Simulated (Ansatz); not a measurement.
# C2H6FNSi: up Jacob's ladder to CCSD(T)

The task here is to estimate one member of a computed series from the others.

Method: functionals in def2-TZVPP, the program's frozen cores in correlated methods; program: Ansatz 0.2.0, Gaussian basis.

Plan: LDA (SPW92), PBE-D4, revPBE-D4, BLYP-D4, r2SCAN-D4, B97M-V, PBE0-D4, B3LYP-D4, r2SCANh-D4, r2SCAN0-D4, HSE06-D4, BHLYP-D4, CAM-B3LYP-D4, LC-ωPBE, ωB97X-V, ωB97M-V, B2PLYP, PBE-QIDH; CCSD(T)/def2-SVP; CCSD(T)/def2-TZVPP; MP2/def2-QZVPP; extrapolation to the limit; RPA on PBE.

## The relaxed structure

All runs share one geometry, relaxed beforehand with PBE0-D4 in a triple-zeta def2 set.

SMILES `C/C(F)=N/[SiH3]`, 11 atoms, charge 0, spin multiplicity 1.

Atoms are counted from 1 here; the program's logs count them from 0.

Bond lengths: C1–C2 1.484 Å, C1–H6 1.092 Å, C1–H7 1.092 Å, C1–H8 1.087 Å, C2–F3 1.363 Å, C2–N4 1.237 Å, N4–Si5 1.734 Å, Si5–H9 1.487 Å, Si5–H10 1.484 Å, Si5–H11 1.484 Å. Angles: C2–C1–H6 109.7°, C2–C1–H7 109.7°, C2–C1–H8 110.0°, H6–C1–H7 107.2°, H6–C1–H8 110.1°, H7–C1–H8 110.1°, C1–C2–F3 109.8°, C1–C2–N4 127.8°, F3–C2–N4 122.4°, C2–N4–Si5 131.3°, N4–Si5–H9 115.1°, N4–Si5–H10 107.0°, N4–Si5–H11 107.0°, H9–Si5–H10 109.2°, H9–Si5–H11 109.2°, H10–Si5–H11 109.4°.

Coordinates:

```xyz
11
C2H6FNSi
C    -1.4168   -0.1031    1.4483
C    -0.2752    0.1812    0.5432
F     0.4548    1.2234    1.0329
N     0.0226   -0.4006   -0.5075
Si    1.3231   -0.1471   -1.6260
H    -2.0442    0.7865    1.5406
H    -1.0444   -0.3411    2.4474
H    -2.0008   -0.9332    1.0602
H     2.2531    0.9577   -1.2713
H     0.7092    0.1382   -2.9463
H     2.0839   -1.4187   -1.7009
```

The first run:

Contents of in.yaml:

```yaml
crystal:
  periodic: [false, false, false]
  atoms:
    - {symbol: C, position_ang: [-1.416793, -0.103127, 1.448306]}
    - {symbol: C, position_ang: [-0.275188, 0.181196, 0.543197]}
    - {symbol: F, position_ang: [0.454776, 1.223450, 1.032894]}
    - {symbol: N, position_ang: [0.022640, -0.400635, -0.507477]}
    - {symbol: Si, position_ang: [1.323120, -0.147100, -1.626022]}
    - {symbol: H, position_ang: [-2.044211, 0.786463, 1.540579]}
    - {symbol: H, position_ang: [-1.044414, -0.341069, 2.447432]}
    - {symbol: H, position_ang: [-2.000802, -0.933187, 1.060234]}
    - {symbol: H, position_ang: [2.253102, 0.957682, -1.271294]}
    - {symbol: H, position_ang: [0.709237, 0.138218, -2.946311]}
    - {symbol: H, position_ang: [2.083932, -1.418690, -1.700939]}
basis:
  gaussian: {orbitals: def2-TZVPP}
hamiltonian: {xc: lda}
output: {orbitals: {seedname: orbitals}}
```

The run is started by

```console
ansatz run in.yaml --threads 4 --pin off --events-out ev --progress --plain --max-ram 10444MiB
```

Steps of the session up to this table: LDA; PBE-D4 (GGA); revPBE-D4 (GGA); BLYP-D4 (GGA); r2SCAN-D4 (meta-GGA); B97M-V (meta-GGA); PBE0-D4 (hybrid); B3LYP-D4 (hybrid); r2SCANh-D4 (hybrid); r2SCAN0-D4 (hybrid); HSE06-D4 (hybrid); BHLYP-D4 (hybrid); CAM-B3LYP-D4 (range-separated); LC-ωPBE (range-separated); ωB97X-V (range-separated); ωB97M-V (range-separated); B2PLYP (double hybrid); PBE-QIDH (double hybrid).

One table of the session follows, with a row left open; its other results are not shown here.

It belongs to the step «Frontier levels by functional». 

| functional | HOMO (eV) | gap (eV) |
| --- | --- | --- |
| LDA (SPW92) | -6.58 | 4.91 |
| PBE-D4 | -6.45 | 5.00 |
| revPBE-D4 | -6.39 | 5.03 |
| BLYP-D4 | ? | ? |
| r2SCAN-D4 | -6.76 | 5.55 |
| B97M-V | -6.93 | 5.77 |
| PBE0-D4 | -7.89 | 7.51 |
| B3LYP-D4 | -7.66 | 7.02 |
| r2SCANh-D4 | -7.30 | 6.48 |
| r2SCAN0-D4 | -8.11 | 7.87 |
| HSE06-D4 | -7.49 | 6.72 |
| BHLYP-D4 | -9.27 | 10.08 |
| CAM-B3LYP-D4 | -9.31 | 10.11 |
| LC-ωPBE | -10.66 | 12.64 |
| ωB97X-V | -10.32 | 12.24 |
| ωB97M-V | -10.22 | 12.03 |

Q: Estimate the row for BLYP-D4 from the others.

Worked estimate for «HOMO (eV)». Against the share of exact exchange, B3LYP-D4 (0.2, -7.66), BHLYP-D4 (0.5, -9.27) give a slope of -5.37 per unit share; at 0 the line stands at -6.59.

**Answer.** HOMO (eV): -6.33; gap (eV): 5.01. In «HOMO (eV)» the line misses by -0.26.
